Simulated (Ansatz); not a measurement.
# AlGaSi: the cost of one run

Computed with Ansatz 0.2.0, Gaussian basis. Level: RKS PBE0/def2-TZVP.

## 1. Where the work starts

3 atoms, charge 0, spin multiplicity 1.

Atoms are counted from 1 here; the program's logs count them from 0.

Bond lengths: Al1–Si2 2.415 Å, Si2–Ga3 2.563 Å. Angles: Al1–Si2–Ga3 162.8°.

The start was built by rule and, where that kept it together, relaxed with GFN2-xTB. Sticks and bond lists go by distance. No spin-orbit coupling is included. 

## 2. The run

File in.yaml:

```yaml
crystal:
  periodic: [false, false, false]
  atoms:
    - {symbol: Al, position_ang: [-2.436331, -0.118759, -0.001607]}
    - {symbol: Si, position_ang: [-0.049363, 0.247276, 0.002054]}
    - {symbol: Ga, position_ang: [2.485693, -0.128518, -0.000447]}
basis:
  gaussian: {orbitals: def2-TZVP}
hamiltonian: {xc: pbe0}
relax: {f_tol: 0.004, max_steps: 80}
```

Started as:

```sh
$ ansatz run in.yaml --threads 1 --pin off --events-out ev --progress --plain --max-ram 2176MiB
```

What time and memory should one allow on 1 thread of AMD EPYC 9R45, shared host?

About 91 s, with a peak of 0.35 GiB.
